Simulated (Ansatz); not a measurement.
# HgTe: the cost of one run

Method: DFT, PBE, plane-wave PAW, default files, scalar-relativistic, as far as a step names no other, in Ansatz 0.2.0.

### Step 1. The starting structure

Symmetry: F-43m, No. 216, cubic system. Conventional cell: a = 6.447 Å, b = 6.447 Å, c = 6.447 Å, α = 90.00°, β = 90.00°, γ = 90.00°. Around Hg (site symmetry -43m) lie 4 Te at 2.79 Å. Around Te (site symmetry -43m) lie 4 Hg at 2.79 Å.

As a file:

```xyz
2
Lattice="0.0000 3.2235 3.2235 3.2235 0.0000 3.2235 3.2235 3.2235 0.0000" Properties=species:S:1:pos:R:3 pbc="T T T"
Hg    0.0000    0.0000    0.0000
Te    1.6118    1.6118    1.6118
```

The earlier run gave: no gap over 0.1 eV on the mesh, largest force 0.000 eV/Å, pressure 4.1 GPa.

Like atoms gathered into sites:

| site | atoms | first shell | V_zz (10²¹ V/m²) | η | C_Q (MHz) |
| --- | --- | --- | --- | --- | --- |
| Hg | 1 | 4 Te at 2.79 Å | 0.00 | – | 0 (²⁰¹Hg) |
| Te | 2 | 4 Hg at 2.79 Å | 0.00 | – | – |

C_Q = eQV_zz/h, which is 24.18 MHz for Q = 1 b and V_zz = 10²¹ V/m²; η = (V_xx − V_yy)/V_zz. Q values from Pyykkö, Mol. Phys. 116, 1328 (2018). A dash under C_Q marks elements without a common quadrupolar isotope.

### Step 2. Ions relaxed at fixed cell

Contents of input.yaml:

```yaml
crystal:
  lattice:
    - [0.0, 3.2235, 3.2235]
    - [3.2235, 0.0, 3.2235]
    - [3.2235, 3.2235, 0.0]
  atoms:
    - { symbol: Hg, position: [0.0, 0.0, 0.0] }
    - { symbol: Te, position: [0.25, 0.25, 0.25] }
kpoints:
  mp_grid: { grid: [13, 13, 13] }
scf:
  occupations: { method: fermi_dirac, width: 0.05 }
hamiltonian:
  xc: pbe
  pseudopotentials: { kind: paw }
output:
  forces: true
  stress: true
  populations: true
  efg: { quadrupole_moments_barn: { Hg: 0.387 }, contact_densities: true }
relax:
  f_tol: 0.02
  max_steps: 60
```

Launch:

```sh
$ ansatz run input.yaml --threads 1 --pin off --max-ram 3072MiB --backend cpu --events-out ev --progress --plain --runs-dir out
```

Q: Estimate wall time and peak memory on 1 thread of AMD EPYC 9R14 (Zen 4), shared host.

About 8.3 s, with a peak of 0.56 GiB.
